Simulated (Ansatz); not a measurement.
# C2H7PSi: up Jacob's ladder to CCSD(T)

One table from this session's results is given with a row withheld; the runs are named, their logs left out.

The runs use Ansatz 0.2.0, Gaussian basis; functionals in def2-TZVPP, the program's frozen cores in correlated methods.

The runs, in order: LDA (SPW92), PBE-D4, revPBE-D4, BLYP-D4, r2SCAN-D4, B97M-V, PBE0-D4, B3LYP-D4, r2SCANh-D4, r2SCAN0-D4, HSE06-D4, BHLYP-D4, CAM-B3LYP-D4, LC-ωPBE, ωB97X-V, ωB97M-V, B2PLYP, PBE-QIDH; CCSD(T)/def2-SVP; CCSD(T)/def2-TZVPP; MP2/def2-QZVPP; extrapolation to the limit; RPA on PBE.

## Structure used throughout

The geometry comes from an earlier relaxation with PBE0-D4 in a triple-zeta def2 set; it is a stationary point, not always the lowest conformer.

SMILES `P[SiH]1CC1`, 11 atoms, charge 0, spin multiplicity 1.

Atoms are counted from 1 here; the program's logs count them from 0.

Bond lengths: P1–Si2 2.230 Å, P1–H5 1.421 Å, P1–H6 1.421 Å, Si2–C3 1.853 Å, Si2–C4 1.853 Å, Si2–H7 1.481 Å, C3–C4 1.537 Å, C3–H8 1.085 Å, C3–H9 1.085 Å, C4–H10 1.085 Å, C4–H11 1.085 Å. Angles: Si2–P1–H5 95.1°, Si2–P1–H6 95.0°, H5–P1–H6 93.5°, P1–Si2–C3 116.6°, P1–Si2–C4 116.6°, P1–Si2–H7 119.8°, C3–Si2–C4 49.0°, C3–Si2–H7 117.7°, C4–Si2–H7 117.7°, Si2–C3–C4 65.5°, Si2–C3–H8 119.1°, Si2–C3–H9 118.6°, C4–C3–H8 116.5°, C4–C3–H9 116.4°, H8–C3–H9 112.9°, Si2–C4–C3 65.5°, Si2–C4–H10 118.6°, Si2–C4–H11 119.1° and more.

The first run:

File in.yaml:

```yaml
crystal:
  periodic: [false, false, false]
  atoms:
    - {symbol: P, position_ang: [-1.799473, 1.156874, -0.734794]}
    - {symbol: Si, position_ang: [0.227675, 0.575807, -0.008317]}
    - {symbol: C, position_ang: [0.327068, -0.943495, 1.047526]}
    - {symbol: C, position_ang: [0.790044, -1.144768, -0.403774]}
    - {symbol: H, position_ang: [-1.322950, 1.978609, -1.791469]}
    - {symbol: H, position_ang: [-1.945980, 2.247838, 0.163648]}
    - {symbol: H, position_ang: [1.268220, 1.613042, 0.179532]}
    - {symbol: H, position_ang: [-0.589731, -1.446314, 1.336702]}
    - {symbol: H, position_ang: [1.095825, -0.996343, 1.811541]}
    - {symbol: H, position_ang: [1.849922, -1.323979, -0.552236]}
    - {symbol: H, position_ang: [0.164780, -1.774373, -1.027958]}
basis:
  gaussian: {orbitals: def2-TZVPP}
hamiltonian: {xc: lda}
output: {orbitals: {seedname: orbitals}}
```

Started as:

```sh
ansatz run in.yaml --threads 2 --pin off --events-out ev --progress --plain --max-ram 4352MiB
```

Among the steps run: LDA; PBE-D4 (GGA); revPBE-D4 (GGA); BLYP-D4 (GGA); r2SCAN-D4 (meta-GGA); B97M-V (meta-GGA); B3LYP-D4 (hybrid); r2SCANh-D4 (hybrid); r2SCAN0-D4 (hybrid); HSE06-D4 (hybrid); BHLYP-D4 (hybrid); CAM-B3LYP-D4 (range-separated); LC-ωPBE (range-separated); ωB97X-V (range-separated); ωB97M-V (range-separated); B2PLYP (double hybrid); PBE-QIDH (double hybrid).

One of the session's tables, all rows but one given; the rest of the session is left out.

It belongs to the step «Frontier levels by functional». 

| functional | HOMO (eV) | gap (eV) |
| --- | --- | --- |
| LDA (SPW92) | -5.92 | 5.04 |
| PBE-D4 | -5.79 | 5.05 |
| revPBE-D4 | -5.74 | 5.07 |
| BLYP-D4 | -5.64 | 5.03 |
| r2SCAN-D4 | -6.00 | 5.49 |
| B97M-V | -6.02 | 5.42 |
| PBE0-D4 | -6.89 | 7.00 |
| B3LYP-D4 | -6.68 | 6.59 |
| r2SCANh-D4 | -6.40 | 6.20 |
| r2SCAN0-D4 | -7.02 | 7.27 |
| HSE06-D4 | -6.49 | 6.23 |
| BHLYP-D4 | ? | ? |
| CAM-B3LYP-D4 | -8.18 | 9.34 |
| LC-ωPBE | -9.52 | 11.79 |
| ωB97X-V | -9.17 | 11.31 |
| ωB97M-V | -9.03 | 10.93 |

Estimate the missing values for BHLYP-D4.

Worked estimate for «HOMO (eV)». Against the share of exact exchange, BLYP-D4 (0, -5.64), B3LYP-D4 (0.2, -6.68) give a slope of -5.20 per unit share; at 0.5 the line stands at -8.24.

As computed: HOMO (eV): -7.87; gap (eV): 8.88. In «HOMO (eV)» the line misses by -0.37.
